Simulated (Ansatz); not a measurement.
# Bi: stress in a strained cell

Aim: deform Bi (zz strain of +1 %) and compute stress, forces and field gradients with LAPW, PAW and all-electron datasets made for the crystal.

Program: Ansatz 0.2.0. Level of theory: DFT PBEsol, scalar-relativistic. These are calculated values, not measurements.

### Step 1. The structure to begin with

It takes space group P6_3/mmc (No. 194, hexagonal). The conventional cell has a = 4.539 Å, b = 4.539 Å, c = 11.829 Å, α = 90.00°, β = 90.00°, γ = 120.00°.

Structure file:

```
Bi
1.0
     4.53900    0.00000    0.00000
    -2.26950    3.93089    0.00000
     0.00000    0.00000   11.82900
Bi
2
Direct
  0.33333 0.66667 0.25000
  0.66667 0.33333 0.75000
```

Atoms are numbered in the order of the input: Bi1, Bi2.

### Step 2. The deformed structure

Space group P6_3/mmc before, P6_3/mmc after.

### Step 3. Full-potential LAPW

Input file input.yaml:

```yaml
crystal:
  lattice:
    - [4.5390002997, 0.0, 0.0]
    - [-2.2695001499, 3.9308895674, 0.0]
    - [0.0, 0.0, 11.94729]
  atoms:
    - { symbol: Bi, position: [0.3333333333, 0.6666666667, 0.25] }
    - { symbol: Bi, position: [0.6666666667, 0.3333333333, 0.75] }
kpoints:
  mp_grid: { grid: [9, 9, 3] }
  band_path:
    path:
      - [0.0, 0.0, 0.0]
      - [0.5, 0.0, 0.0]
      - [0.3333333333, 0.3333333333, 0.0]
      - [0.0, 0.0, 0.0]
      - [0.0, 0.0, 0.5]
      - [0.5, 0.0, 0.5]
      - [0.3333333333, 0.3333333333, 0.5]
      - [0.0, 0.0, 0.5]
      - [0.5, 0.0, 0.5]
    npoints: 5
scf:
  occupations: { method: fermi_dirac, width: 0.03 }
hamiltonian:
  xc: pbesol
  pseudopotentials: { kind: all_electron, lapw: { basis_error: 0.0005 } }
output:
  forces: true
  stress: true
  eigenvalues: true
```

Started as:

```bash
$ ansatz run input.yaml --threads 1 --pin off --max-ram 3072MiB --backend cpu --events-out ev --progress --plain --runs-dir out
```

### Step 4. Frozen-core PAW

Input file input.yaml:

```yaml
crystal:
  lattice:
    - [4.5390002997, 0.0, 0.0]
    - [-2.2695001499, 3.9308895674, 0.0]
    - [0.0, 0.0, 11.94729]
  atoms:
    - { symbol: Bi, position: [0.3333333333, 0.6666666667, 0.25] }
    - { symbol: Bi, position: [0.6666666667, 0.3333333333, 0.75] }
kpoints:
  mp_grid: { grid: [9, 9, 3] }
scf:
  occupations: { method: fermi_dirac, width: 0.03 }
hamiltonian:
  xc: pbesol
  pseudopotentials: { kind: paw }
output:
  forces: true
  stress: true
  eigenvalues: true
  efg: { contact_densities: true }
```

### Step 5. Datasets made for this crystal

Changes to input.yaml since step 4:

```diff
@@ -14,3 +14,3 @@
   xc: pbesol
-  pseudopotentials: { kind: paw }
+  pseudopotentials: { kind: all_electron, datasets: crystal }
 output:
```

(Steps that only read results are left out.)

Before running it: what results should come out? Wanted: pressure; largest shear or deviatoric stress.

**Answer**, as computed:

| quantity | value |
| --- | --- |
| pressure | LAPW -3.49, PAW -3.49, crystal datasets -3.49 GPa |
| largest shear or deviatoric stress (LAPW) | 3.16 GPa |

In words: The largest part of the stress beyond the pressure is 3.16 GPa in size, in the zz component; the atoms are carried along and not relaxed. No run of the undeformed cell stands beside it, so the pressure holds what the given cell had before the change. PAW: stress within 0.01 GPa of LAPW. Crystal datasets: stress within 0.01 GPa of LAPW. Spin-orbit coupling is left out, though the cell holds Bi; in elements this heavy it can shift bands and gaps by tenths of an eV.
